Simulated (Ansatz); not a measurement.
# AsF3 (arsenic trifluoride): FCI/STO-3G

Aim: the electronic atomisation energy of AsF3 (arsenic trifluoride) at FCI/STO-3G, from 3 runs. 

Program for the calculation: Ansatz 0.2.0.

37 further runs of the same task are left out: 10 that didn't finish, 27 set aside as unsound or not needed.

### Step 1. Starting point

The species is AsF3 (4 atoms), meant as a singlet with charge 0. As SMILES, `F[As](F)F`. Geometry: relaxed at PBE0-D4/def2-TZVP.

Bond lengths: F1–As2 1.715 Å, As2–F3 1.715 Å, As2–F4 1.715 Å. Angles: F1–As2–F3 95.9°, F1–As2–F4 95.9°, F3–As2–F4 95.9°.

### Step 2. A single-point energy at FCI/STO-3G

Contents of input.yaml:

```yaml
crystal:
  periodic: [false, false, false]
  atoms:
    - {symbol: F, position_ang: [-0.445870, 0.395590, 1.362650]}
    - {symbol: As, position_ang: [-0.461950, -0.457240, -0.125630]}
    - {symbol: F, position_ang: [1.203970, -0.865930, -0.112740]}
    - {symbol: F, position_ang: [-0.296160, 0.927580, -1.124280]}
basis:
  gaussian:
    orbitals: STO-3G
correlation:
  method: fci
  frozen_orbitals: {As: 9, F: 1}
accuracy: high
```

On the command line:

```sh
ansatz run input.yaml --threads 1 --pin off --max-ram 3480MiB --events-out events.jsonl --progress --plain --runs-dir runs
```

What it wrote:

```text
Warning: RAYON_NUM_THREADS=1 ignored (pool sized by the plan → 1); use --threads N
Functional definition: HF
  name "HF"
  exchange = exact_x
  correlation = 0
564 factors; integrals over basis functions are off by at most 1.6e-8 eV
mean field evaluation 1: about -68117.2779 eV, gradient 2.4e1 eV
mean field evaluation 2: about -68117.4007 eV, gradient 2.4e1 eV
mean field evaluation 4: about -68120.6498 eV, gradient 1.8e0 eV
mean field evaluation 8: about -68120.6766 eV, gradient 2.3e-4 eV
mean field -68120.67659594 eV, -2503.3886910478 hartree, gradient 1.7e-8 eV, S^2 0.000000; 0 other end points of the search recorded, 0 dependent functions left out
12 core orbitals not correlated: weight in the atoms' cores, before any rotation towards them, 1.000 or more for the frozen orbitals, at most 0.000 for the correlated occupied ones
reference -68120.67659594 eV, -2503.3886910478 hartree; 18, 18 occupied and 3, 3 virtual orbitals, 564 factors
state -68123.65800017 eV, -2503.4982556325 hartree
Total energy: -68123.65800017 eV, -2503.4982556325 hartree
```

Wall time 5.4 s (1 thread of Arm Neoverse V2, shared host); peak memory 0.2 GiB.

### Step 3. The As atom

Contents of in.yaml:

```yaml
crystal:
  periodic: [false, false, false]
  atoms:
    - symbol: As
      position_ang: [0.000000, 0.000000, 0.000000]
basis:
  gaussian: {orbitals: STO-3G}
magnetization: {spin_polarized: true, initial_magnetization: 3}
correlation: {method: fci, frozen_orbitals: {As: 9}}
accuracy: high
```

Run the same way, it converges to -2209.26373 Eh (log not shown).

### Step 4. The F atom at the same level

Contents of run.yaml:

```yaml
crystal:
  periodic: [false, false, false]
  atoms:
    - {symbol: F, position_ang: [0.000000, 0.000000, 0.000000]}
basis:
  gaussian: {orbitals: STO-3G}
magnetization: {spin_polarized: true, initial_magnetization: 1}
correlation: {method: fci, frozen_orbitals: {F: 1}}
accuracy: high
```

Run the same way, it converges to -97.98651 Eh (log not shown).

### Step 5. Summary of results

Level: FCI/STO-3G, 12 core orbitals frozen.

| quantity | value |
| --- | --- |
| molecule: total energy | -2503.49826 Eh |
| molecule: correlation energy (12 core orbitals frozen) | -109.6 mEh |
| As atom: total energy | -2209.26373 Eh |
| As atom: correlation energy (9 core orbitals frozen) | -0.1 mEh |
| F atom: total energy | -97.98651 Eh |
| F atom: correlation energy (1 core orbital frozen) | 0.0 mEh |
| electronic atomisation energy | 7.484 eV |

In words: Taking the molecule apart into free atoms costs 7.48 eV (722 kJ/mol), before zero-point energy and without spin-orbit coupling. In a minimal basis such a difference can be off by several eV, whatever the method.
